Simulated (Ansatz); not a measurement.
Task: a relaxation driven by ASE of Rb, space group Im-3m, with Ansatz 0.2.0 through its Python package. Give the script and its output. Use (first run): PBE, PAW, the default cutoff (420 eV here), 5×5×5 k-points, Methfessel-Paxton smearing of 0.1 eV.

```
Rb
1.0
    -2.80250    2.80250    2.80250
     2.80250   -2.80250    2.80250
     2.80250    2.80250   -2.80250
Rb
1
Direct
  0.00000 0.00000 0.00000
```

The script, `run_ase_relax.py`:
```python
"""ASE drives the relaxation of Rb."""

from dataclasses import dataclass
import warnings

import ansatz as az
from ase import Atoms
from ase.calculators.calculator import Calculator, all_changes
from ase.filters import FrechetCellFilter
from ase.optimize import LBFGS
from ase.units import GPa
import numpy as np


@dataclass(frozen=True)
class RunConfig:
    mesh: tuple[int, ...] = (5, 5, 5)
    occupations: str = "methfessel_paxton"
    sigma: float = 0.1
    functional: str = "pbe"


settings = RunConfig()


class PlaneWaves(Calculator):
    implemented_properties = ["energy", "free_energy", "forces", "stress"]

    def calculate(self, atoms=None, properties=("energy",), system_changes=all_changes):
        super().calculate(atoms, properties, system_changes)
        bare = self.atoms.copy()
        bare.set_constraint()
        bare.set_momenta(None)
        job = (
            az.Crystal.from_ase(bare).calculation()
            .kpoints(*settings.mesh)
            .occupations(settings.occupations, width=settings.sigma)
            .functional(settings.functional)
            .forces()
            .stress()
        )
        report = job.run(threads=1, pin="off").report
        self.results["free_energy"] = report["lagrangian_ev"]
        self.results["energy"] = report.get("lagrangian_sigma0_ev", report["lagrangian_ev"])
        self.results["forces"] = np.array(report["forces_ev_ang"])
        s = -np.array(report["stress_gpa"]) * GPa  # ASE counts tension as positive
        self.results["stress"] = s[[0, 1, 2, 1, 0, 0], [0, 1, 2, 2, 2, 1]]


def main() -> None:
    warnings.simplefilter("ignore")
    atoms = Atoms(
        ["Rb"],
        cell=[[-2.8025, 2.8025, 2.8025], [2.8025, -2.8025, 2.8025], [2.8025, 2.8025, -2.8025]],
        scaled_positions=[
            [0.0, 0.0, 0.0],
        ],
        pbc=True,
    )
    atoms.rattle(0.07, seed=20)
    atoms.calc = PlaneWaves()
    before = atoms.get_potential_energy(), atoms.get_volume()
    target = FrechetCellFilter(atoms)
    optimiser = LBFGS(target, logfile=None)


    def tell():
        fmax = np.linalg.norm(target.get_forces(), axis=1).max()
        print(f"step {optimiser.nsteps:2d}  E = {atoms.get_potential_energy():.5f} eV  fmax = {fmax:.4f}  V = {atoms.get_volume():.3f} A^3")


    optimiser.attach(tell)
    met = optimiser.run(fmax=0.02, steps=15)
    print("threshold met:", bool(met), " energy gained:", round(before[0] - atoms.get_potential_energy(), 5), "eV")
    print("cell lengths and angles:", np.round(atoms.cell.cellpar(), 3))
    print(np.round(atoms.get_scaled_positions(), 4))


if __name__ == "__main__":
    main()
```

```console
$ python run_ase_relax.py
step  0  E = -3267.34886 eV  fmax = 0.0473  V = 88.043 A^3
step  1  E = -3267.34895 eV  fmax = 0.0439  V = 88.222 A^3
step  2  E = -3267.34955 eV  fmax = 0.0010  V = 90.611 A^3
threshold met: True  energy gained: 0.00069 eV
cell lengths and angles: [  4.901   4.901   4.901 109.471 109.471 109.471]
[[0.0069 0.0155 0.0135]]
```

Reading the output:
- Total energies depend on the potentials; only differences at equal settings carry meaning. A total without «per atom» is that of the whole cell that was run.
- The mesh is modest for a metal, so energies can be off by several to tens of meV an atom and pressures by half a GPa or more; differences at equal mesh fare better.
- Of the deposited cell: the entry's cell lengths or inner coordinates differ somewhat from later room-temperature determinations.
- Run time: 2.6 s on 1 thread of Arm Neoverse V2, on a shared host, peak memory 0.41 GiB.
